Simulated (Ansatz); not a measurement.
# KRb2TlF6, space group Fm-3m: a single point

Computed with Ansatz 0.2.0 through its Python package.

Notebook, run cell by cell (the value of a cell's last expression is shown):

In [1]:
```python
from pathlib import Path
import warnings

import ansatz as az
from ase.io.cube import read_cube_data
from ase.units import Bohr
import numpy as np
from pymatgen.core import Structure
```

In [2]:
```python
warnings.simplefilter("ignore", az.DeckWarning)
```

In [3]:
```python
vectors = np.array([
    [0.0, 4.64034576, 4.64034576],
    [4.64034576, 0.0, 4.64034576],
    [4.64034576, 4.64034576, 0.0],
])
structure = (
    az.Lattice.of(vectors)
    .atom("K", [0.5, 0.5, 0.5])
    .atom("Rb", [0.75, 0.75, 0.75])
    .atom("Rb", [0.25, 0.25, 0.25])
    .atom("Tl", [0.0, 0.0, 0.0])
    .atom("F", [0.76705287, 0.23294713, 0.23294713])
    .atom("F", [0.23294713, 0.23294713, 0.76705287])
    .atom("F", [0.23294713, 0.76705287, 0.76705287])
    .atom("F", [0.23294713, 0.76705287, 0.23294713])
    .atom("F", [0.76705287, 0.23294713, 0.76705287])
    .atom("F", [0.76705287, 0.76705287, 0.23294713])
)
```

In [4]:
```python
# settings of the run
calc = structure.calculation()
calc = calc.functional("r2SCAN")
calc = calc.occupations("Fixed")
calc = calc.kpoints(4, 4, 4)
calc = calc.band_table().density()
calc = calc.output_files(volumetric_format="cube")
done = calc.run(threads=1)
rep = done.report
```

In [5]:
```python
sorted(key for key in rep if key.endswith("_ev"))
```
Out [5]:
```text
['band_edges_ev', 'eigenvalues_ev', 'energy_sigma0_ev', 'entropy_ts_ev', 'fermi_energy_ev',
 'free_energy_ev', 'gap_by_band_count_ev', 'harris_foulkes_ev', 'internal_energy_ev',
 'lagrangian_ev', 'lagrangian_sigma0_ev', 'loop_fermi_energy_ev', 'occupations_fermi_energy_ev',
 'residual_norms_ev']
```

In [6]:
```python
rep["kpoints_frac"][:4]
```
Out [6]:
```text
[[0.0, 0.0, 0.0], [0.0, 0.0, 0.25], [0.0, 0.0, -0.5], [0.0, 0.25, 0.25]]
```

In [7]:
```python
done.lattice.cell_ang
```
Out [7]:
```text
array([[0.        , 4.64034576, 4.64034576],
       [4.64034576, 0.        , 4.64034576],
       [4.64034576, 4.64034576, 0.        ]])
```

In [8]:
```python
n_atoms = len(rep["lattice"]["sites"])
print("F =", round(rep["free_energy_ev"], 4), "eV for", n_atoms, "atoms")
print("E(sigma -> 0) =", round(rep["energy_sigma0_ev"], 4), "eV, TS =", round(rep["entropy_ts_ev"], 5), "eV")
print("closed by", rep["closed_by"], "after", rep["n_iterations"], "iterations")
```
```text
F = -24424.5549 eV for 10 atoms
E(sigma -> 0) = -24424.5549 eV, TS = 0.0 eV
closed by deck_thresholds after 7 iterations
```

In [9]:
```python
edges = rep.get("band_edges_ev")
if edges:
    print(f"band edges on the mesh: {edges[0]:.3f} and {edges[1]:.3f} eV, gap {edges[1] - edges[0]:.3f} eV")
else:
    print("no band edges reported (a metal, or a gap too narrow for this smearing); Fermi level", round(rep["fermi_energy_ev"], 3), "eV")
```
```text
band edges on the mesh: 1.183 and 5.654 eV, gap 4.471 eV
```

In [10]:
```python
# cube files hold the density in electrons per cubic bohr
folder = Path(done.write_results("cubes"))
print("\n".join((folder / "rho.cube").read_text().splitlines()[: 6 + 6]))
values, cube_atoms = read_cube_data(str(folder / "rho.cube"))
print("electrons from the file:", round(values.mean() * cube_atoms.get_volume() / Bohr ** 3, 3))
```
```text
ansatz rho
values in e/bohr^3 (x slowest, z fastest)
   10    0.000000    0.000000    0.000000
   48    0.000000    0.182687    0.182687
   48    0.182687    0.000000    0.182687
   48    0.182687    0.182687    0.000000
   19   19.000000    8.768983    8.768983    8.768983
   37   37.000000   13.153474   13.153474   13.153474
   37   37.000000    4.384491    4.384491    4.384491
   81   81.000000    0.000000    0.000000    0.000000
    9    9.000000    4.085419    8.768983    8.768983
    9    9.000000    8.768983    8.768983    4.085419
electrons from the file: 82.0
```

In [11]:
```python
# the band energy is the weighted sum of filled levels
eps, occ = np.array(rep["eigenvalues_ev"]), np.array(rep["occupations"])
wk = np.tile(rep["kweights"], len(eps) // len(rep["kweights"]))
print(f"sum of w f eps = {wk @ (eps * occ).sum(axis=1):.4f} eV, reported band energy {rep['components']['e_band']:.4f} eV")
```
```text
sum of w f eps = -579.2828 eV, reported band energy -579.2828 eV
```

In [12]:
```python
final = Structure(done.lattice.cell_ang, [s.symbol for s in done.lattice.sites], [s.position_frac for s in done.lattice.sites])
print(final.to(fmt="poscar"))
```
```text
K1 Rb2 Tl1 F6
1.0
   0.0000000000000000    4.6403457599999998    4.6403457599999998
   4.6403457599999998    0.0000000000000000    4.6403457599999998
   4.6403457599999998    4.6403457599999998    0.0000000000000000
K Rb Tl F
1 2 1 6
direct
   0.5000000000000000    0.5000000000000000    0.5000000000000000 K
   0.7500000000000000    0.7500000000000000    0.7500000000000000 Rb
   0.2500000000000000    0.2500000000000000    0.2500000000000000 Rb
   0.0000000000000000    0.0000000000000000    0.0000000000000000 Tl
   0.7670528700000000    0.2329471300000000    0.2329471300000000 F
   0.2329471300000000    0.2329471300000000    0.7670528700000000 F
   0.2329471300000000    0.7670528700000000    0.7670528700000000 F
   0.2329471300000000    0.7670528700000000    0.2329471300000000 F
   0.7670528700000000    0.2329471300000000    0.7670528700000000 F
   0.7670528700000000    0.7670528700000000    0.2329471300000000 F
```

Absolute energies stand on the zero of these potentials, so only differences at equal settings mean something. A total without «per atom» is that of the cell as typed. Spin-orbit coupling, left out here, can change this gap by several tenths of an eV, and inverted bands can meet off the mesh. The Fermi level of a run with fixed occupations marks the highest occupied state on its mesh, not mid-gap. The fields are valence quantities on the plane-wave grid; their values near the nuclei depend on the potentials. The structure comes from a database of computed cells and needn't be a stable or known phase. Levels are Kohn-Sham eigenvalues on this mesh, without spin-orbit coupling. Hardware and time: 12 s on 1 thread of Arm Neoverse V1, on a shared host, peak memory 0.93 GiB.

(Lines on the test bed's own set-up are left out of the output.)
